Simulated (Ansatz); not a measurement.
# H2K: the cost of one run

Method: RKS PBE-D4/def2-SVP; program: Ansatz 0.2.0, Gaussian basis.

Levels: PBE-D4, revPBE-D4, BLYP-D4, r2SCAN-D4, B97M-V, PBE0-D4, B3LYP-D4, HSE06-D4, wB97X-V, wB97M-V, B2PLYP, Hartree-Fock, MP2, CCSD, CCSD(T). The reference is CCSD(T) extrapolated to the basis limit. For elements past Ar these valence bases correlate outer-core shells poorly and lack relativity, so that limit is rough.

Correlated methods freeze the cores. The outer core shell of Li, Na, Mg and K is correlated. B3LYP uses VWN-RPA correlation. B2PLYP carries no dispersion term here.

163 further runs of the same task are left out: 163 set aside as unsound or not needed.

## (1) The starting structure

The pair, from a GFN2-xTB docking trial: 3 atoms, charge 1, spin multiplicity 1.

Atoms are counted from 1 here; the program's logs count them from 0.

Bond lengths: K1–H3 2.432 Å, H2–H3 0.823 Å. Angles: K1–H3–H2 175.4°.

Coordinates:

```
K     0.03330    0.04250   -1.89420
H    -0.04140   -0.05280    1.35640
H     0.00810    0.01030    0.53780
```

Atoms 1 to 1 are fragment A (K+), the rest fragment B (H₂).

## (2) A first relaxation in a small basis

Input file pre/in.yaml:

```yaml
crystal:
  periodic: [false, false, false]
  atoms:
    - {symbol: K, position_ang: [0.033300, 0.042500, -1.894200]}
    - {symbol: H, position_ang: [-0.041400, -0.052800, 1.356400]}
    - {symbol: H, position_ang: [0.008100, 0.010300, 0.537800]}
basis:
  gaussian: {orbitals: def2-SVP}
total_charge: 1
hamiltonian: {xc: pbe, dispersion: d4}
relax: {f_tol: 0.03, max_steps: 250}
```

Started as:

```console
$ ansatz run in.yaml --threads 2 --pin off --events-out ev --progress --plain --max-ram 5222MiB
```

**Question.** How long does this run take on 2 threads of Arm Neoverse V2, shared host?

About 4.9 s.
